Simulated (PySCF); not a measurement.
# C7H13BO2: geometry, NMR shifts and electronic excitations

What NMR shifts and electronic excitations should C7H13BO2 (`C[C@@H]1CC2(CC2)[C@H]1B(O)O`) show?

Computed with PySCF 2.14.0, with density-fitted response routines of our own, on a single molecule in the gas phase. Atoms are numbered from 0 throughout.

### Step 1. Starting geometry

23 atoms, charge 0, multiplicity 1; geometry from: GFN2-xTB.

Bonds of the start (Å): C0–C1 1.52, C1–C2 1.54, C2–C3 1.52, C3–C4 1.49, C4–C5 1.50, C3–C6 1.53, C6–B7 1.60, B7–O8 1.37, B7–O9 1.35, C6–C1 1.55, C5–C3 1.49, C0–H10 1.09, C0–H11 1.09, C0–H12 1.09, C1–H13 1.09, C2–H14 1.09, C2–H15 1.09, C4–H16 1.08, C4–H17 1.08, C5–H18 1.08, C5–H19 1.08, C6–H20 1.10, O8–H21 0.96, O9–H22 0.96.

### Step 2. Geometry optimisation at PBE0-D3(BJ)/def2-SVP

The job: settings as JSON, then the geometry in Å.

```
{"job": {"xc": "PBE0", "basis": "def2-SVP", "d3": "d3bj", "grid": 1, "kind": "geom"}, "charge": 0, "multiplicity": 1}
C     -2.244723    -1.442478     0.235353
C     -1.173603    -0.642928    -0.481398
C      0.129835    -1.399991    -0.805030
C      0.904582    -0.353074    -0.026564
C      2.129813    -0.569792     0.800586
C      2.193498     0.278114    -0.440206
C     -0.384723     0.359640     0.398792
B     -0.502552     1.919422     0.064271
O      0.149625     2.874573     0.790015
O     -1.264980     2.326351    -0.968302
H     -3.047189    -0.784885     0.563086
H     -2.664679    -2.196885    -0.427264
H     -1.828499    -1.942672     1.108045
H     -1.599416    -0.150855    -1.355722
H      0.380242    -1.467308    -1.862952
H      0.176466    -2.397077    -0.366392
H      2.199967    -0.081143     1.762172
H      2.600550    -1.541885     0.775144
H      2.702687    -0.127321    -1.302165
H      2.307429     1.346466    -0.332032
H     -0.581306     0.185979     1.462886
H      0.687013     2.558869     1.514295
H     -1.274790     3.275864    -1.096540
```

**Question.** This job is followed by: GIAO PBE0/pcSseg-1 NMR shielding, non-relativistic, gas phase; TDDFT CAM-B3LYP/def2-SVPD, vertical, gas phase, core orbitals frozen in the response; GIAO B97-2/pcSseg-1 NMR shielding, non-relativistic, gas phase. Predict these results of the whole session: point group; rotational constants (main isotopes); ¹³C shifts against TMS (PBE0/pcSseg-1); ¹H shifts against TMS (PBE0/pcSseg-1, means over atoms taken as alike); ¹¹B shifts against BF3·OEt2 (PBE0/pcSseg-1); ¹⁷O shifts against H2O (PBE0/pcSseg-1, means over atoms taken as alike); lowest singlet (CAM-B3LYP/def2-SVPD); brightest single state of those computed; lowest triplet; vertical ionisation energy (ΔSCF); range of the shift of O8.

**Answer**, as computed:

```
                                                               quantity                                                            value
                                                            point group                                                               C1
                                   rotational constants (main isotopes)                                             1.44, 1.33, 0.81 GHz
                                 ¹³C shifts against TMS (PBE0/pcSseg-1)                     40.3, 36.4, 28.2, 23.9, 16.3, 14.1, 12.5 ppm
 ¹H shifts against TMS (PBE0/pcSseg-1, means over atoms taken as alike)  3.30, 2.66, 1.82, 1.77, 1.22, 1.09, 0.50, 0.36, 0.33, -0.10 ppm
                            ¹¹B shifts against BF3·OEt2 (PBE0/pcSseg-1)                                                         30.4 ppm
¹⁷O shifts against H2O (PBE0/pcSseg-1, means over atoms taken as alike)                                                        125.5 ppm
                                   lowest singlet (CAM-B3LYP/def2-SVPD)                                      7.03 eV (176 nm), f = 0.015
                               brightest single state of those computed                                      state 3, 7.68 eV, f = 0.029
                                                         lowest triplet                                                          6.92 eV
                                      vertical ionisation energy (ΔSCF)                                                          9.53 eV
                                               range of the shift of O8                                               119.5 to 125.5 ppm
```

What this shows: Relaxing lowered the energy by 0.087 eV in 17 steps; the close pair that moved most is C6–B7, from 1.600 to 1.574 Å. At PBE0/pcSseg-1: The widest tensor belongs to O8, O9: span 170 ppm, with a paramagnetic part of -179 ppm. The first singlet state (HOMO→LUMO 0.75, HOMO→LUMO+1 0.18) lies at 7.03 eV and is weak; of the 10 states computed, the strongest absorption comes from state 3 at 7.68 eV. The lowest triplet lies 0.11 eV below the lowest singlet (triplets in Tamm-Dancoff, singlets in full TDDFT). The orbital energy would give 8.90 eV for ionisation, ΔSCF gives 9.53 eV. Across the 2 runs the shift of O8 (with its like atoms) moves most, between 119.5 (B97-2/pcSseg-1) and 125.5 ppm (PBE0/pcSseg-1). Part of that comes from the computed reference.
